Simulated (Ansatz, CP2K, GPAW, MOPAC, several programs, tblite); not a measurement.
# What each method gives for GaP (zincblende)

Zincblende GaP, relaxed with r2SCAN in Ansatz, was computed with several methods. The symmetry is F-43m (No. 216, cubic); conventional cell a = 5.451 Å, 20.24 Å³ an atom. Around Ga lie 4 P at 2.36 Å; around P lie 4 Ga at 2.36 Å. The values are computed, spin-unpolarised, and not measurements.

```
CELL_PARAMETERS angstrom
0.00000 2.72540 2.72540
2.72540 0.00000 2.72540
2.72540 2.72540 0.00000
ATOMIC_POSITIONS crystal
Ga 0.00000 0.00000 0.00000
P 0.25000 0.25000 0.25000
```

Gaps and times are for a single point on this cell; volume and bulk modulus come from each method's own relaxation or energy curve at fixed shape. Times are rough, from shared hosts (Arm Neoverse V2), and each method has its own mesh and cell size. PM7 (MOPAC) and PM6 (MOPAC): levels, charges or heat of formation failed a check of plausibility, so no values are given. PM6 (MOPAC), PM7 (MOPAC), GFN1-xTB (tblite), GFN2-xTB (tblite) treat a cluster of cells at its zone centre, which samples few k points: where these miss a band edge, the gap comes out too large for that reason alone. Gaps from k meshes are read at a limited set of points (mesh, symmetry points, PBE's band edges), so each method's own least gap may be somewhat smaller. xTB and the PM methods were fitted mostly to molecules, and can miss a solid's gap by electronvolts. Minimal bases can be far off for gaps. GLLB-SC's gap includes the derivative discontinuity. d marks a direct gap, i an indirect one (no mark: not told apart), a dash a value that wasn't computed or didn't pass its checks.

```json
{"method": "light PBE (260 eV and a coarse mesh)", "kind": "light plane-wave", "gap (eV)": "1.58 i", "own volume (Å³/atom)": "–", "bulk modulus (GPa)": "–", "atoms computed": "2", "processor time": "0.74 s"}
{"method": "PBE", "kind": "semilocal", "gap (eV)": "1.59 i", "own volume (Å³/atom)": "20.87", "bulk modulus (GPa)": "77", "atoms computed": "2", "processor time": "2.3 s"}
{"method": "PBE/single zeta (GPAW)", "kind": "small basis", "gap (eV)": "1.83 d", "own volume (Å³/atom)": "–", "bulk modulus (GPa)": "–", "atoms computed": "2", "processor time": "4.4 s"}
{"method": "r2SCAN", "kind": "semilocal", "gap (eV)": "1.84 i", "own volume (Å³/atom)": "20.24", "bulk modulus (GPa)": "88", "atoms computed": "2", "processor time": "5 s"}
{"method": "GLLB-SC (GPAW)", "kind": "model potential", "gap (eV)": "2.53", "own volume (Å³/atom)": "–", "bulk modulus (GPa)": "–", "atoms computed": "2", "processor time": "5.2 s"}
{"method": "PBE/SZV (CP2K)", "kind": "small basis", "gap (eV)": "2.16 d", "own volume (Å³/atom)": "21.84", "bulk modulus (GPa)": "78", "atoms computed": "2", "processor time": "5.4 s"}
{"method": "GFN2-xTB (tblite)", "kind": "tight binding", "gap (eV)": "3.11", "own volume (Å³/atom)": "–", "bulk modulus (GPa)": "–", "atoms computed": "64", "processor time": "5.4 s"}
{"method": "GFN1-xTB (tblite)", "kind": "tight binding", "gap (eV)": "0.87", "own volume (Å³/atom)": "–", "bulk modulus (GPa)": "–", "atoms computed": "64", "processor time": "5.4 s"}
{"method": "PM7 (MOPAC)", "kind": "semi-empirical", "gap (eV)": "–", "own volume (Å³/atom)": "–", "bulk modulus (GPa)": "–", "atoms computed": "64", "processor time": "6.1 s"}
{"method": "PM6 (MOPAC)", "kind": "semi-empirical", "gap (eV)": "–", "own volume (Å³/atom)": "–", "bulk modulus (GPa)": "–", "atoms computed": "64", "processor time": "7.5 s"}
{"method": "PBE/DZVP (CP2K)", "kind": "small basis", "gap (eV)": "1.61 i", "own volume (Å³/atom)": "21.00", "bulk modulus (GPa)": "77", "atoms computed": "2", "processor time": "19 s"}
```

Against r2SCAN (1.84 eV) and with closed or daggered gaps left aside, the nearest gap at the points sampled is that of PBE/single zeta (GPAW) (-0.01 eV) and the farthest that of GFN2-xTB (tblite) (+1.27 eV). r2SCAN is only a yardstick of convenience: semilocal gaps usually lie below measured ones, which GLLB-SC and hybrids aim to mend.

Volumes against r2SCAN's: PBE +3.1 %, PBE/SZV (CP2K) +7.9 %, PBE/DZVP (CP2K) +3.7 %.
